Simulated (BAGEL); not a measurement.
# quartet CH6ClSi2 at 3 levels

Wanted: a comparison of 3 runs (UHF/3-21G, ROHF/6-31G*, UHF/def2-SVP) of quartet CH6ClSi2. 

The calculation is run with BAGEL 1.2.2.

### 1 The structure to begin with

The species is CH6ClSi2 (10 atoms), meant as a quartet with charge 0. SMILES of the parent species: `C[Si]([SiH3])Cl`. The shape is that of a PBE0-D4/def2-TZVP optimisation. That shape belongs to the parent species and isn't relaxed for this state.

Bond lengths: C1–Si2 1.872 Å, Si2–Si3 2.338 Å, Si2–Cl4 2.073 Å, C1–H5 1.093 Å, C1–H6 1.094 Å, C1–H7 1.092 Å, Si3–H8 1.485 Å, Si3–H9 1.490 Å, Si3–H10 1.489 Å. Some angles: C1–Si2–Si3 115.2°, C1–Si2–Cl4 108.2°, Si3–Si2–Cl4 108.6°, Si2–C1–H5 110.0°, Si2–C1–H6 110.4°, Si2–C1–H7 110.6°, Si2–Si3–H8 109.0°, Si2–Si3–H9 112.4°, Si2–Si3–H10 108.4°, H5–C1–H6 108.7°.

### 2 The energy at UHF/3-21G (density fitting with cc-pvqz-jkfit) (run 1)

Input file hf.json:

```json
{ "bagel" : [

{
  "title" : "molecule",
  "basis" : "3-21g",
  "df_basis" : "cc-pvqz-jkfit",
  "angstrom" : "true",
  "geometry" : [
    { "atom" : "C", "xyz" : [   -0.817600,    1.375900,   -0.759000 ] },
    { "atom" : "Si", "xyz" : [   -0.393400,   -0.447400,   -0.745400 ] },
    { "atom" : "Si", "xyz" : [    1.253500,   -1.073900,    0.791400 ] },
    { "atom" : "Cl", "xyz" : [   -2.123100,   -1.512600,   -0.330000 ] },
    { "atom" : "H", "xyz" : [    0.078700,    1.966200,   -0.965000 ] },
    { "atom" : "H", "xyz" : [   -1.223500,    1.680800,    0.209700 ] },
    { "atom" : "H", "xyz" : [   -1.561600,    1.592100,   -1.528300 ] },
    { "atom" : "H", "xyz" : [    1.490500,   -2.535600,    0.676400 ] },
    { "atom" : "H", "xyz" : [    0.871400,   -0.750900,    2.195100 ] },
    { "atom" : "H", "xyz" : [    2.508200,   -0.345800,    0.457800 ] }
  ]
},
{ "title" : "uhf", "nopen" : 3 },
{ "title" : "print", "file" : "orbitals.molden", "orbitals" : "true" }

]}
```

Started as:

```
$ BAGEL_NUM_THREADS=1 BAGEL hf.json > hf.out
```

Standard output:

```text
* using 1 threads per process

  ===============================================================
  ===============================================================

  *** Geometry ***

  { "atom" : "C", "xyz" : [     -1.545040,      2.600074,     -1.434302 ] },
  { "atom" : "Si", "xyz" : [     -0.743418,     -0.845463,     -1.408602 ] },
  { "atom" : "Si", "xyz" : [      2.368772,     -2.029377,      1.495529 ] },
  { "atom" : "Cl", "xyz" : [     -4.012078,     -2.858400,     -0.623610 ] },
  { "atom" : "H", "xyz" : [      0.148721,      3.715580,     -1.823586 ] },
  { "atom" : "H", "xyz" : [     -2.312080,      3.176252,      0.396276 ] },
  { "atom" : "H", "xyz" : [     -2.950996,      3.008633,     -2.888068 ] },
  { "atom" : "H", "xyz" : [      2.816637,     -4.791590,      1.278211 ] },
  { "atom" : "H", "xyz" : [      1.646707,     -1.418995,      4.148138 ] },
  { "atom" : "H", "xyz" : [      4.739811,     -0.653467,      0.865117 ] },

  Number of auxiliary basis functions:      856

  Since a DF basis is specified, we compute 2- and 3-index integrals:
    o Being stored without compression. Storage requirement is 0.025 GB

  Number of basis functions:       60
  Number of electrons      :       57

    * METHOD: MOLECULE                             0.53

  *** Open-shell HF ***

  === Nuclear Repulsion ===
   257.3895750347

      * DIIS with orbital gradients will be used.

  === UHF iteration (3-21g) ===
      0      -1072.90057768          0.02058146           0.19
      1      -1072.97464945          0.00755021           0.20
      2      -1072.98640990          0.00319476           0.18
      3      -1072.98924862          0.00126113           0.18
      4      -1072.99065616          0.00064059           0.18
      5      -1072.99138559          0.00036657           0.18
      6      -1072.99163565          0.00020346           0.20
      7      -1072.99172147          0.00012170           0.19
      8      -1072.99174950          0.00006096           0.17
      9      -1072.99175875          0.00003863           0.17
     10      -1072.99176299          0.00002542           0.18
     11      -1072.99176546          0.00002003           0.19
     12      -1072.99176704          0.00001550           0.18
     13      -1072.99176784          0.00001225           0.18
     14      -1072.99176839          0.00000902           0.17
     15      -1072.99176863          0.00000557           0.17
     16      -1072.99176872          0.00000368           0.17
     17      -1072.99176875          0.00000251           0.18
     18      -1072.99176876          0.00000150           0.21
     19      -1072.99176876          0.00000106           0.19
     20      -1072.99176876          0.00000080           0.18
     21      -1072.99176877          0.00000058           0.17
     22      -1072.99176877          0.00000035           0.18
     23      -1072.99176877          0.00000029           0.18
     24      -1072.99176877          0.00000022           0.18
     25      -1072.99176877          0.00000014           0.22
     26      -1072.99176877          0.00000010           0.18
     27      -1072.99176877          0.00000006           0.18
     28      -1072.99176877          0.00000003           0.18
     29      -1072.99176877          0.00000002           0.20
     30      -1072.99176877          0.00000001           0.18
     31      -1072.99176877          0.00000001           0.18
    * SCF iteration converged.

    * S^2 (UHF) is 3.7592

    * Permanent dipole moment:
           (   -0.995266,    -0.820665,    -0.314629) a.u.

    * METHOD: UHF                                  6.04

    * METHOD: PRINT                                0.00

  ===============================================================
```

It took 6.9 s on 1 thread of Intel Xeon 6975P-C (Granite Rapids), shared host; peak memory 0.14 GiB.

### 3 A single-point energy at ROHF/6-31G(d) (density fitting with cc-pvqz-jkfit, spherical functions) (run 2)

Input file job.json:

```json
{ "bagel" : [

{
  "title" : "molecule",
  "basis" : "6-31gs.json",
  "df_basis" : "cc-pvqz-jkfit",
  "angstrom" : true,
  "geometry" : [
    { "atom" : "C", "xyz" : [      -0.817600,       1.375900,      -0.759000 ] },
    { "atom" : "Si", "xyz" : [      -0.393400,      -0.447400,      -0.745400 ] },
    { "atom" : "Si", "xyz" : [       1.253500,      -1.073900,       0.791400 ] },
    { "atom" : "Cl", "xyz" : [      -2.123100,      -1.512600,      -0.330000 ] },
    { "atom" : "H", "xyz" : [       0.078700,       1.966200,      -0.965000 ] },
    { "atom" : "H", "xyz" : [      -1.223500,       1.680800,       0.209700 ] },
    { "atom" : "H", "xyz" : [      -1.561600,       1.592100,      -1.528300 ] },
    { "atom" : "H", "xyz" : [       1.490500,      -2.535600,       0.676400 ] },
    { "atom" : "H", "xyz" : [       0.871400,      -0.750900,       2.195100 ] },
    { "atom" : "H", "xyz" : [       2.508200,      -0.345800,       0.457800 ] }
  ]
},

{ "title" : "rohf", "nopen" : 3 },

{ "title" : "print", "file" : "orbitals.molden", "orbitals" : true }

]}
```

The basis set 6-31G* is read from a file made from the Basis Set Exchange's data (not shown).

Started as:

```
$ BAGEL_NUM_THREADS=1 BAGEL job.json > job.out
```

Standard output:

```text
* using 1 threads per process

  ===============================================================
  ===============================================================

  *** Geometry ***

  { "atom" : "C", "xyz" : [     -1.545040,      2.600074,     -1.434302 ] },
  { "atom" : "Si", "xyz" : [     -0.743418,     -0.845463,     -1.408602 ] },
  { "atom" : "Si", "xyz" : [      2.368772,     -2.029377,      1.495529 ] },
  { "atom" : "Cl", "xyz" : [     -4.012078,     -2.858400,     -0.623610 ] },
  { "atom" : "H", "xyz" : [      0.148721,      3.715580,     -1.823586 ] },
  { "atom" : "H", "xyz" : [     -2.312080,      3.176252,      0.396276 ] },
  { "atom" : "H", "xyz" : [     -2.950996,      3.008633,     -2.888068 ] },
  { "atom" : "H", "xyz" : [      2.816637,     -4.791590,      1.278211 ] },
  { "atom" : "H", "xyz" : [      1.646707,     -1.418995,      4.148138 ] },
  { "atom" : "H", "xyz" : [      4.739811,     -0.653467,      0.865117 ] },

  Number of auxiliary basis functions:      856

  Since a DF basis is specified, we compute 2- and 3-index integrals:
    o Being stored without compression. Storage requirement is 0.044 GB

  Number of basis functions:       80
  Number of electrons      :       57

    * METHOD: MOLECULE                             0.64

  *** Open-shell HF ***

  === Nuclear Repulsion ===
   257.3895750347

      * DIIS with orbital gradients will be used.

  === ROHF iteration (6-31gs.json) ===
      0      -1078.32078238          0.01967457           0.29
      1      -1078.41514902          0.00925771           0.25
      2      -1078.43577817          0.00430317           0.25
      3      -1078.44226438          0.00178033           0.26
      4      -1078.44554978          0.00086881           0.27
      5      -1078.44717365          0.00039480           0.25
      6      -1078.44773265          0.00023988           0.25
      7      -1078.44795365          0.00016132           0.25
      8      -1078.44813632          0.00010287           0.25
      9      -1078.44822850          0.00005951           0.25
     10      -1078.44826492          0.00002576           0.26
     11      -1078.44827269          0.00001149           0.25
     12      -1078.44827453          0.00000495           0.25
     13      -1078.44827504          0.00000264           0.27
     14      -1078.44827489          0.00000150           0.27
     15      -1078.44827487          0.00000106           0.25
     16      -1078.44827484          0.00000073           0.25
     17      -1078.44827482          0.00000050           0.25
     18      -1078.44827484          0.00000033           0.25
     19      -1078.44827485          0.00000019           0.25
     20      -1078.44827488          0.00000011           0.25
     21      -1078.44827488          0.00000005           0.25
     22      -1078.44827489          0.00000003           0.26
     23      -1078.44827488          0.00000002           0.25
     24      -1078.44827488          0.00000001           0.25
    * SCF iteration converged.

    * S^2 (ROHF) is 3.7500

    * Permanent dipole moment:
           (   -0.845490,    -0.724885,    -0.392947) a.u.

    * METHOD: ROHF                                 6.65

    * METHOD: PRINT                                0.01

  ===============================================================
```

Wall time 7.8 s (1 thread of Intel Xeon 6975P-C (Granite Rapids), shared host); peak memory 0.19 GiB.

### 4 A single-point energy at UHF/def2-SVP (density fitting with cc-pvqz-jkfit) (run 3)

Input file job.json:

```json
{ "bagel": [

{
  "title": "molecule",
  "basis": "svp",
  "df_basis": "cc-pvqz-jkfit",
  "angstrom": true,
  "geometry": [
    { "atom": "C", "xyz": [   -0.817600,    1.375900,   -0.759000 ] },
    { "atom": "Si", "xyz": [   -0.393400,   -0.447400,   -0.745400 ] },
    { "atom": "Si", "xyz": [    1.253500,   -1.073900,    0.791400 ] },
    { "atom": "Cl", "xyz": [   -2.123100,   -1.512600,   -0.330000 ] },
    { "atom": "H", "xyz": [    0.078700,    1.966200,   -0.965000 ] },
    { "atom": "H", "xyz": [   -1.223500,    1.680800,    0.209700 ] },
    { "atom": "H", "xyz": [   -1.561600,    1.592100,   -1.528300 ] },
    { "atom": "H", "xyz": [    1.490500,   -2.535600,    0.676400 ] },
    { "atom": "H", "xyz": [    0.871400,   -0.750900,    2.195100 ] },
    { "atom": "H", "xyz": [    2.508200,   -0.345800,    0.457800 ] }
  ]
},
{ "title": "uhf", "nopen": 3 },
{ "title": "print", "file": "orbitals.molden", "orbitals": true }

]}
```

Started as:

```
$ BAGEL_NUM_THREADS=1 BAGEL job.json > job.out
```

Standard output:

```text
* using 1 threads per process

  ===============================================================
  ===============================================================

  *** Geometry ***

  { "atom" : "C", "xyz" : [     -1.545040,      2.600074,     -1.434302 ] },
  { "atom" : "Si", "xyz" : [     -0.743418,     -0.845463,     -1.408602 ] },
  { "atom" : "Si", "xyz" : [      2.368772,     -2.029377,      1.495529 ] },
  { "atom" : "Cl", "xyz" : [     -4.012078,     -2.858400,     -0.623610 ] },
  { "atom" : "H", "xyz" : [      0.148721,      3.715580,     -1.823586 ] },
  { "atom" : "H", "xyz" : [     -2.312080,      3.176252,      0.396276 ] },
  { "atom" : "H", "xyz" : [     -2.950996,      3.008633,     -2.888068 ] },
  { "atom" : "H", "xyz" : [      2.816637,     -4.791590,      1.278211 ] },
  { "atom" : "H", "xyz" : [      1.646707,     -1.418995,      4.148138 ] },
  { "atom" : "H", "xyz" : [      4.739811,     -0.653467,      0.865117 ] },

  Number of auxiliary basis functions:      856

  Since a DF basis is specified, we compute 2- and 3-index integrals:
    o Being stored without compression. Storage requirement is 0.066 GB

  Number of basis functions:       98
  Number of electrons      :       57

    * METHOD: MOLECULE                             0.62

  *** Open-shell HF ***

  === Nuclear Repulsion ===
   257.3895750347

      * DIIS with orbital gradients will be used.

  === UHF iteration (svp) ===
      0      -1077.92189532          0.02291482           0.36
      1      -1078.06963227          0.01534351           0.32
      2      -1078.11736240          0.00753206           0.32
      3      -1078.13404604          0.00182668           0.35
      4      -1078.14111860          0.00097736           0.32
      5      -1078.14407160          0.00071170           0.32
      6      -1078.14673043          0.00056166           0.32
      7      -1078.14903238          0.00046695           0.33
      8      -1078.15217434          0.00031388           0.32
      9      -1078.15326364          0.00023313           0.31
     10      -1078.15417228          0.00014508           0.32
     11      -1078.15430635          0.00008108           0.32
     12      -1078.15436176          0.00003960           0.32
     13      -1078.15436685          0.00002246           0.32
     14      -1078.15436876          0.00000858           0.32
     15      -1078.15436901          0.00000436           0.32
     16      -1078.15436909          0.00000290           0.31
     17      -1078.15436911          0.00000174           0.33
     18      -1078.15436913          0.00000126           0.31
     19      -1078.15436915          0.00000075           0.31
     20      -1078.15436916          0.00000036           0.32
     21      -1078.15436916          0.00000015           0.32
     22      -1078.15436916          0.00000008           0.34
     23      -1078.15436916          0.00000005           0.32
     24      -1078.15436916          0.00000003           0.37
     25      -1078.15436916          0.00000001           0.32
     26      -1078.15436916          0.00000001           0.31
     27      -1078.15436916          0.00000001           0.32
    * SCF iteration converged.

    * S^2 (UHF) is 3.7607

    * Permanent dipole moment:
           (   -0.512688,    -0.661045,    -0.168492) a.u.

    * METHOD: UHF                                  9.37

    * METHOD: PRINT                                0.01

  ===============================================================
```

It took 11 s on 1 thread of Intel Xeon 6975P-C (Granite Rapids), shared host; peak memory 0.23 GiB.

### 5 The series

```tsv
run	level	energy (Eh)	dipole moment (D)	⟨S²⟩	wall time
1	UHF/3-21G (density fitting with cc-pvqz-jkfit)	-1072.991769	3.37	3.759	6.9 s
2	ROHF/6-31G* (density fitting with cc-pvqz-jkfit, spherical functions)	-1078.448275	3.00	3.750	7.8 s
3	UHF/def2-SVP (density fitting with cc-pvqz-jkfit)	-1078.154369	2.17	3.761	11 s
```

### 6 Outcome

| quantity | value |
| --- | --- |
| run 3: total energy | -1078.15437 Eh |
| run 3: dipole moment | 2.17 D |
| run 3: ⟨S²⟩ | 3.761 |

In words: The dipole moment (its size) runs from 2.17 D (UHF/def2-SVP) to 3.37 D (UHF/3-21G). All runs together took 25 s, the longest 11 s.
